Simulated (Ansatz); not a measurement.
# C₂H₆BrFSi: a ladder of functionals and wavefunction methods

The task here is to estimate one member of a computed series from the others.

Program: Ansatz 0.2.0, Gaussian basis. Level of theory: functionals in def2-TZVPP, the program's frozen cores in correlated methods. These are calculated values, not measurements.

Levels to be run: PBE-D4, r2SCAN-D4, PBE0-D4, B3LYP-D4, ωB97X-V, ωB97M-V, B2PLYP; CCSD(T)/def2-TZVPP; MP2/def2-QZVPP; extrapolation to the limit.

**Structure used throughout**

The geometry comes from an earlier relaxation with PBE0-D4 in a triple-zeta def2 set; it is a stationary point, not always the lowest conformer.

SMILES `CC(F)([SiH3])Br`, 11 atoms, charge 0, spin multiplicity 1.

Atoms are counted from 1 here; the program's logs count them from 0.

Bond lengths: C1–C2 1.503 Å, C1–H6 1.092 Å, C1–H7 1.090 Å, C1–H8 1.094 Å, C2–F3 1.374 Å, C2–Si4 1.910 Å, C2–Br5 1.975 Å, Si4–H9 1.480 Å, Si4–H10 1.487 Å, Si4–H11 1.483 Å. Angles: C2–C1–H6 110.4°, C2–C1–H7 110.6°, C2–C1–H8 109.0°, H6–C1–H7 109.0°, H6–C1–H8 108.9°, H7–C1–H8 108.9°, C1–C2–F3 108.9°, C1–C2–Si4 116.3°, C1–C2–Br5 109.2°, F3–C2–Si4 109.3°, F3–C2–Br5 107.1°, Si4–C2–Br5 105.6°, C2–Si4–H9 108.9°, C2–Si4–H10 107.9°, C2–Si4–H11 108.1°, H9–Si4–H10 110.5°, H9–Si4–H11 111.5°, H10–Si4–H11 109.8°.

The first run:

The input, in.yaml:

```yaml
crystal:
  periodic: [false, false, false]
  atoms:
    - {symbol: C, position_ang: [-0.895286, 0.566507, 0.972107]}
    - {symbol: C, position_ang: [0.424395, 0.355104, 0.284086]}
    - {symbol: F, position_ang: [1.378281, 0.064661, 1.230081]}
    - {symbol: Si, position_ang: [0.463925, -0.979104, -1.082349]}
    - {symbol: Br, position_ang: [0.972827, 2.035333, -0.596806]}
    - {symbol: H, position_ang: [-0.814875, 1.365071, 1.712016]}
    - {symbol: H, position_ang: [-1.667643, 0.829939, 0.249279]}
    - {symbol: H, position_ang: [-1.184308, -0.358295, 1.479478]}
    - {symbol: H, position_ang: [1.829610, -1.046238, -1.648262]}
    - {symbol: H, position_ang: [0.092068, -2.279689, -0.463628]}
    - {symbol: H, position_ang: [-0.533493, -0.610189, -2.115302]}
basis:
  gaussian: {orbitals: def2-TZVPP}
hamiltonian: {xc: pbe, dispersion: d4}
output: {forces: true, orbitals: {seedname: orbitals}}
```

Started as:

```sh
> ansatz run in.yaml --threads 2 --pin off --events-out ev --progress --plain --max-ram 22528MiB --backend cpu
```

Among the steps run: PBE-D4 (GGA); r2SCAN-D4 (meta-GGA); PBE0-D4 (hybrid); B3LYP-D4 (hybrid); ωB97X-V (range-separated); ωB97M-V (range-separated); B2PLYP (double hybrid); CCSD(T) in def2-TZVPP; MP2 in def2-QZVPP.

One of the session's tables, all rows but one given; the rest of the session is left out.

```
            method  atomisation energy (kJ/mol)
            PBE-D4                       3809.1
         r2SCAN-D4                       3760.8
           PBE0-D4                       3748.1
          B3LYP-D4                            ?
           ωB97X-V                       3760.1
           ωB97M-V                       3750.5
            B2PLYP                       3694.9
     HF/def2-TZVPP                       2739.6
    MP2/def2-TZVPP                       3706.3
   CCSD/def2-TZVPP                       3599.0
CCSD(T)/def2-TZVPP                       3655.0
           MP2/CBS                       3806.0
       CCSD(T)/CBS                       3754.8
```

Estimate the missing values for B3LYP-D4.

**Answer.** atomisation energy (kJ/mol): 3736.6. In the column «atomisation energy (kJ/mol)» it lies between MP2/def2-TZVPP (3706.3) and PBE0-D4 (3748.1).

Some runs used a GPU and others CPU threads alone; cost is compared among the CPU runs only.

Among the levels timed on like hardware, those that no quicker one beats, quickest first: PBE-D4 (4.2 s, +54.3 kJ/mol); PBE0-D4 (8 s, -6.7 kJ/mol); r2SCAN-D4 (9 s, +6.1 kJ/mol); ωB97X-V (18 s, +5.3 kJ/mol); ωB97M-V (25 s, -4.3 kJ/mol).

Caveats from the session: All levels share the lack of spin-orbit coupling, which lowers the free heavy atoms and so the true binding.
